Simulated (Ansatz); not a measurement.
# CH7GaSSi: how energies converge with the basis set

An exercise on one series of results from a longer session: the logs are not shown, and one member is left open.

Program: Ansatz 0.2.0, Gaussian basis. Level of theory: one geometry, several basis sets. These are calculated values, not measurements.

The runs, in order: PBE0-D4/def2-SVP; ωB97M-V/def2-SVP; PBE0-D4/def2-QZVPP; ωB97M-V/def2-QZVPP; the functionals' def2-TZVPP values are taken from earlier runs.

## Structure used throughout

All runs share one geometry, relaxed beforehand with PBE0-D4 in a triple-zeta def2 set.

SMILES `[SiH3][CH](S)[GaH2]`, 11 atoms, charge 0, spin multiplicity 1.

Atoms are counted from 1 here; the program's logs count them from 0.

Bond lengths: Si1–C2 1.862 Å, Si1–H5 1.487 Å, Si1–H6 1.490 Å, Si1–H7 1.487 Å, C2–S3 1.841 Å, C2–Ga4 1.988 Å, C2–H8 1.089 Å, S3–H9 1.345 Å, Ga4–H10 1.561 Å, Ga4–H11 1.565 Å. Angles: C2–Si1–H5 108.2°, C2–Si1–H6 112.6°, C2–Si1–H7 109.3°, H5–Si1–H6 108.9°, H5–Si1–H7 109.5°, H6–Si1–H7 108.4°, Si1–C2–S3 110.9°, Si1–C2–Ga4 117.3°, Si1–C2–H8 111.9°, S3–C2–Ga4 84.6°, S3–C2–H8 109.9°, Ga4–C2–H8 118.6°, C2–S3–H9 98.2°, C2–Ga4–H10 117.3°, C2–Ga4–H11 116.3°, H10–Ga4–H11 126.2°.

As a file:

```
Si   -0.94822    1.40993   -0.18007
C    -0.39592   -0.31088    0.26824
S     0.89712   -0.26452    1.57761
Ga    1.02877   -1.13247   -0.84859
H    -1.83529    1.31652   -1.36959
H    -1.69010    2.07960    0.92439
H     0.24238    2.23622   -0.51304
H    -1.22894   -0.93279    0.59233
H     0.81411   -1.54730    1.97359
H     1.91629   -0.17117   -1.69931
H     1.19979   -2.68312   -0.72557
```

The first run:

Contents of in.yaml:

```yaml
crystal:
  periodic: [false, false, false]
  atoms:
    - {symbol: Si, position_ang: [-0.948215, 1.409929, -0.180070]}
    - {symbol: C, position_ang: [-0.395917, -0.310882, 0.268236]}
    - {symbol: S, position_ang: [0.897121, -0.264520, 1.577611]}
    - {symbol: Ga, position_ang: [1.028767, -1.132474, -0.848591]}
    - {symbol: H, position_ang: [-1.835286, 1.316518, -1.369591]}
    - {symbol: H, position_ang: [-1.690100, 2.079599, 0.924385]}
    - {symbol: H, position_ang: [0.242377, 2.236218, -0.513038]}
    - {symbol: H, position_ang: [-1.228938, -0.932793, 0.592334]}
    - {symbol: H, position_ang: [0.814109, -1.547305, 1.973586]}
    - {symbol: H, position_ang: [1.916289, -0.171173, -1.699309]}
    - {symbol: H, position_ang: [1.199793, -2.683117, -0.725573]}
basis:
  gaussian: {orbitals: def2-SVP}
hamiltonian: {xc: pbe0, dispersion: d4}
output: {orbitals: {seedname: orbitals}}
```

Run with:

```sh
ansatz run in.yaml --threads 4 --pin off --events-out ev --progress --plain --max-ram 10444MiB
```

Steps of the session up to this table: PBE0-D4 in def2-SVP; ωB97M-V in def2-SVP; PBE0-D4 in def2-QZVPP; ωB97M-V in def2-QZVPP.

One of the session's tables, all rows but one given; the rest of the session is left out.

It belongs to the step «Functionals by basis». 

```
functional       basis  HOMO (eV)
   PBE0-D4    def2-SVP      -6.97
   PBE0-D4  def2-TZVPP      -6.98
   PBE0-D4  def2-QZVPP      -6.99
   ωB97M-V    def2-SVP      -9.05
   ωB97M-V  def2-TZVPP      -9.09
   ωB97M-V  def2-QZVPP          ?
```

**Question.** Estimate the row for ωB97M-V, def2-QZVPP.

**Answer.** HOMO (eV): -9.10. In the column «HOMO (eV)» it is the lowest.
